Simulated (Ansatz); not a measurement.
**CH7BFNOSi: up Jacob's ladder to CCSD(T)**

How much do the methods differ for CH7BFNOSi? The plan is to run it at one geometry with functionals of several rungs and with coupled cluster, and see how far each lands from CCSD(T) at the basis-set limit for the atomisation energy.

The runs use Ansatz 0.2.0, Gaussian basis; functionals in def2-TZVPP, the program's frozen cores in correlated methods.

Levels to be run: PBE-D4, r2SCAN-D4, PBE0-D4, B3LYP-D4, ωB97X-V, ωB97M-V, B2PLYP; CCSD(T)/def2-TZVPP; MP2/def2-QZVPP; extrapolation to the limit.

## 1. Structure used throughout

An earlier PBE0-D4 in a triple-zeta def2 set relaxation fixed the geometry.

SMILES `BN[Si](C)(O)F`, 13 atoms, charge 0, spin multiplicity 1.

Atoms are counted from 1 here; the program's logs count them from 0.

Bond lengths: B1–N2 1.400 Å, B1–H7 1.198 Å, B1–H8 1.197 Å, N2–Si3 1.725 Å, N2–H9 1.011 Å, Si3–C4 1.842 Å, Si3–O5 1.635 Å, Si3–F6 1.601 Å, C4–H10 1.093 Å, C4–H11 1.092 Å, C4–H12 1.092 Å, O5–H13 0.958 Å. Angles: N2–B1–H7 119.1°, N2–B1–H8 119.9°, H7–B1–H8 121.0°, B1–N2–Si3 127.5°, B1–N2–H9 117.2°, Si3–N2–H9 115.2°, N2–Si3–C4 113.0°, N2–Si3–O5 104.1°, N2–Si3–F6 110.3°, C4–Si3–O5 114.8°, C4–Si3–F6 107.2°, O5–Si3–F6 107.3°, Si3–C4–H10 110.1°, Si3–C4–H11 110.8°, Si3–C4–H12 111.1°, H10–C4–H11 108.3°, H10–C4–H12 108.0°, H11–C4–H12 108.3° and more.

## 2. PBE-D4 (GGA)

in.yaml

```yaml
crystal:
  periodic: [false, false, false]
  atoms:
    - {symbol: B, position_ang: [-1.733536, 0.706306, -1.059680]}
    - {symbol: N, position_ang: [-0.558581, 1.139689, -0.434923]}
    - {symbol: Si, position_ang: [0.489896, 0.223418, 0.583737]}
    - {symbol: C, position_ang: [0.498887, -1.572705, 0.175491]}
    - {symbol: O, position_ang: [1.938572, 0.967048, 0.436858]}
    - {symbol: F, position_ang: [0.036318, 0.359807, 2.113050]}
    - {symbol: H, position_ang: [-2.079325, -0.432920, -0.925598]}
    - {symbol: H, position_ang: [-2.375328, 1.470963, -1.719926]}
    - {symbol: H, position_ang: [-0.293745, 2.106772, -0.567892]}
    - {symbol: H, position_ang: [1.181657, -2.106337, 0.841451]}
    - {symbol: H, position_ang: [0.825703, -1.734839, -0.853396]}
    - {symbol: H, position_ang: [-0.495107, -2.008148, 0.292850]}
    - {symbol: H, position_ang: [2.584989, 0.846246, 1.132876]}
basis:
  gaussian: {orbitals: def2-TZVPP}
hamiltonian: {xc: pbe, dispersion: d4}
output: {forces: true, orbitals: {seedname: orbitals}}
```

Command:

```bash
$ ansatz run in.yaml --threads 2 --pin off --events-out ev --progress --plain --max-ram 22528MiB --backend cuda --devices 0, --max-vram 18GiB
```

Further steps of the session: r2SCAN-D4 (meta-GGA); PBE0-D4 (hybrid); B3LYP-D4 (hybrid); ωB97X-V (range-separated); ωB97M-V (range-separated); B2PLYP (double hybrid); CCSD(T) in def2-TZVPP; MP2 in def2-QZVPP.

Q: Predict the results of all the runs planned. Wanted: atomisation energy, CCSD(T)/CBS; farthest; mean size of error, hybrid; mean size of error, range-separated; gap, smallest and largest; T1 diagnostic; triples share of the correlation energy.

The runs gave:

| quantity | value |
| --- | --- |
| atomisation energy, CCSD(T)/CBS | 5180.6 kJ/mol |
| functionals within 25.9 kJ/mol (0.5 %) | r2SCAN-D4, B3LYP-D4, ωB97X-V, ωB97M-V |
| farthest | PBE-D4 (+57.5 kJ/mol) |
| mean size of error, hybrid | 14.5 kJ/mol |
| mean size of error, range-separated | 13.3 kJ/mol |
| gap, smallest and largest | 6.18 eV (PBE-D4), 13.19 eV (ωB97X-V) |
| T1 diagnostic | 0.0117 |
| triples share of the correlation energy | 3.4 % |

**Reading.** PBE-D4 misses by +57.5 kJ/mol. Double hybrids carry the basis error of their MP2 part in triple zeta, and no dispersion term here, so their miss is partly the set-up's. The reference freezes the cores and leaves out relativity and excitations past (T), so misses under about 25.9 kJ/mol can't be ranked. Hartree-Fock recovers 74 % of the binding; the rest is correlation. The gap grows from 6.2 to 13.2 eV across the functionals, mostly with the share of exact exchange.
